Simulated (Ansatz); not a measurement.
**GeH2 (singlet): from Hartree-Fock to the top rungs at angle H2–Ge1–H3 = 89.2°, cc-pVDZ**

How much of the correlation energy of GeH2 (singlet) does each wave-function method recover here?

Program: Ansatz 0.2.0, Gaussian basis. Level of theory: cc-pVDZ, core rule «outside noble gas», up to 14 orbitals frozen. These are calculated values, not measurements.

To be run: UHF; CCSD(T) on RHF; CCSD(T) on UHF; BCCD(T) on RHF; CISD; CCSDT(Q) on RHF; CCSDT(Q) on UHF; CCSDTQ on RHF; CASSCF and MRCISD+Q, 2 electrons in 2 orbitals; CASSCF and NEVPT2, 2 electrons in 2 orbitals; CASSCF and MRCISD+Q, 6 electrons in 6 orbitals; CASSCF and NEVPT2, 6 electrons in 6 orbitals; Full CI.

20 further runs of the same task are left out: 2 for a mislabelled method, 13 that didn't finish, 5 set aside as unsound or not needed.

## (1) What is computed

The geometry derives from a PBE0/def2-TZVP stationary point (not a proven minimum). One angle is set to the value named; bond lengths are kept. No spin-orbit coupling is included. The filled d shell of Ge may be among the frozen orbitals whatever the setting's name suggests; the logs give the count.

3 atoms, charge 0, spin multiplicity 1.

Atoms are counted from 1 here; the program's logs count them from 0.

Bond lengths: Ge1–H2 1.594 Å, Ge1–H3 1.594 Å. Angles: H2–Ge1–H3 89.2°.

As a file:

```xyz
3

Ge    0.0000   -0.0306    0.0000
H     0.0000    1.1044   -1.1192
H     0.0000    1.1043    1.1194
```

## (2) UHF

in.yaml

```yaml
crystal:
  periodic: [false, false, false]
  atoms:
    - {symbol: Ge, position_ang: [0.000000, -0.030648, -0.000002]}
    - {symbol: H, position_ang: [0.000000, 1.104444, -1.119227]}
    - {symbol: H, position_ang: [0.000000, 1.104317, 1.119353]}
basis:
  gaussian: {orbitals: cc-pVDZ}
magnetization: {spin_polarized: true, initial_magnetization: 0}
hamiltonian: {xc: hf}
output: {orbitals: {seedname: orbitals}}
```

Run with:

```sh
> ansatz run in.yaml --threads 1 --pin off --events-out ev --progress --plain --max-ram 2393MiB
```

The runs that follow: CCSD(T) on RHF; CCSD(T) on UHF; BCCD(T) on RHF; CISD; CCSDT(Q) on RHF; CCSDT(Q) on UHF; CCSDTQ on RHF; CASSCF and MRCISD+Q, 2 electrons in 2 orbitals; CASSCF and NEVPT2, 2 electrons in 2 orbitals; CASSCF and MRCISD+Q, 6 electrons in 6 orbitals; CASSCF and NEVPT2, 6 electrons in 6 orbitals; Full CI.

Before running them: what should the planned runs give, taken together? Wanted: FCI below the RHF energy; RMP2 from FCI; RCCSD from FCI; RCCSD(T) from FCI; RCCSDT(Q) from FCI; NEVPT2 pair from FCI; MRCISD+Q pair from FCI; NEVPT2 valence from FCI; T1 diagnostic.

The runs gave:

```
                         quantity                                                                           value
         FCI below the RHF energy                                                                      -3.0691 eV
                    RMP2 from FCI                                                                    +76.1 kJ/mol
                   RCCSD from FCI                                                                     +6.9 kJ/mol
                RCCSD(T) from FCI                                                                     +1.6 kJ/mol
               RCCSDT(Q) from FCI                                                                     +0.1 kJ/mol
             NEVPT2 pair from FCI                                                                    +69.3 kJ/mol
           MRCISD+Q pair from FCI                                                                     -1.7 kJ/mol
          NEVPT2 valence from FCI                                                                    +51.2 kJ/mol
levels within 1 kcal/mol (43 meV)  RCCSD(T), BCCD(T), RCCSDT, RCCSDT(Q), RCCSDTQ, MRCISD+Q pair, MRCISD+Q valence
                    T1 diagnostic                                                                           0.013
   effectively unpaired electrons                                                                            0.07
```

What this shows: RCCSD(T) lands +1.6 kJ/mol from the yardstick (0.5 % of the correlation energy). MRCISD+Q pair falls below full CI: the +Q correction isn't variational, and the cores differ from full CI's. One determinant dominates. Of the multireference levels listed MRCISD+Q valence comes nearest in total energy (+0.2 kJ/mol), which doesn't show that its space is the better one. These misses are within one basis, not against nature.
